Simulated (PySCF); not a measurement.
# C3H9Se: the cost of one run

Computed with PySCF 2.14.0 and routines of our own; the level stands in each step. Atoms count from 0.

## 1. The system as given

13 atoms, charge 1, multiplicity 1; geometry from: GFN2-xTB.

## 2. Geometry optimisation at PBE0-D3(BJ)/def2-SVP

Job settings and geometry (Å):

```
{"job": {"xc": "PBE0", "basis": "def2-SVP", "d3": "d3bj", "grid": 1, "maxiter": 30, "shake": 0.01, "kind": "geom"}, "charge": 1, "multiplicity": 1}
C     -0.387220     1.604450     0.359950
Se    -0.221900    -0.188480     1.001880
C      1.564400    -0.544280     0.382380
C     -1.171490    -1.108610    -0.381790
H     -0.130210     1.674990    -0.705430
H      0.228310     2.285840     0.946980
H     -1.434160     1.936660     0.485540
H      1.693450    -0.279000    -0.667570
H      1.798610    -1.593100     0.560970
H      2.275820     0.046570     0.996740
H     -0.860790    -0.803970    -1.351540
H     -1.058630    -2.181790    -0.241270
H     -2.290360    -0.866170    -0.275750
```

Launch:

```console
$ OMP_NUM_THREADS=1 python heavy_run.py task.json out
```

The driver reads the jobs from task.json and runs them one after another.

**Question.** How long does this first job take on 1 thread of Intel Xeon Platinum 8375C at 2.90GHz, shared host, and how much memory does it need?

About 34 s, with a peak of 0.49 GiB.
